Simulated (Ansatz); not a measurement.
# Ga3As2N: the cell at several levels of theory

Cell and atoms of Ga3As2N, ordered on the zincblende lattice (P3m1) with 6 atoms a cell are relaxed in turn with PBE and r2SCAN. This is a trial cell built on a prototype, not taken from a measured structure, and it needn't be the compound's ground state.

The runs shown are made with Ansatz 0.2.0. PAW datasets, plane waves, zero pressure. These are computed values for a spin-unpolarised cell that may be hypothetical; none is a measurement.

## Step 1: Starting point

This is the cell as the run starts from it, not yet at rest; its lengths are not the crystal's.

Space group P3m1 (No. 156), trigonal; a = 3.578 Å, c = 8.764 Å in the conventional setting, 16.19 Å³ an atom. N has 4 Ga at 2.19 Å; As has 4 Ga at 2.19 Å; Ga has 3 N at 2.19 Å and 1 As at 2.19 Å; Ga has 4 As at 2.19 Å.

Coordinates:

```xyz
6
Lattice="3.5777 0.0000 0.0000 -1.7889 3.0984 0.0000 0.0000 0.0000 8.7636" Properties=species:S:1:pos:R:3 pbc="T T T"
N     0.0000    0.0000    0.0000
As    0.0000    2.0656    2.9212
As    1.7889    1.0328    5.8424
Ga    0.0000    2.0656    0.7303
Ga    1.7889    1.0328    3.6515
Ga    0.0000    0.0000    6.5727
```

## Step 2: Relaxing with PBE

Contents of input.yaml:

```yaml
crystal:
  lattice:
    - [3.5777247183, 0.0, 0.0]
    - [-1.7888623592, 3.0984004938, 0.0]
    - [0.0, 0.0, 8.7636]
  atoms:
    - { symbol: "N", position: [0.0, 0.0, 0.0] }
    - { symbol: As, position: [0.3333333333, 0.6666666667, 0.3333333333] }
    - { symbol: As, position: [0.6666666667, 0.3333333333, 0.6666666667] }
    - { symbol: Ga, position: [0.3333333333, 0.6666666667, 0.0833333333] }
    - { symbol: Ga, position: [0.6666666667, 0.3333333333, 0.4166666667] }
    - { symbol: Ga, position: [0.0, 0.0, 0.75] }
kpoints:
  mp_grid: { grid: [12, 12, 4] }
hamiltonian:
  xc: pbe
scf:
  occupations: { method: fermi_dirac, width: 0.02 }
relax:
  f_tol: 0.005
  cell: {}
```

Command:

```
ansatz run input.yaml --threads 4 --pin off --max-ram 6451MiB --backend cpu --events-out ev --progress --plain --runs-dir out
```

Further steps of the session: Relaxation with r2SCAN.

What does the calculation give? Wanted: for each run, a; c; volume; space group; SCF geometries.

**Answer**, as computed:

| level | a (Å) | c (Å) | volume (Å³/atom) | space group | SCF geometries |
| --- | --- | --- | --- | --- | --- |
| PBE | 3.803 | 9.374 | 19.572 | P3m1 | 10 |
| r2SCAN | 3.757 | 9.229 | 18.800 | P3m1 | 6 |

In words: From the start to the first minimum the volume moved by +20.9 %. r2SCAN gives the smallest cell and PBE the largest; they differ by 4.1 % in volume, a mean of 1.4 % in length.
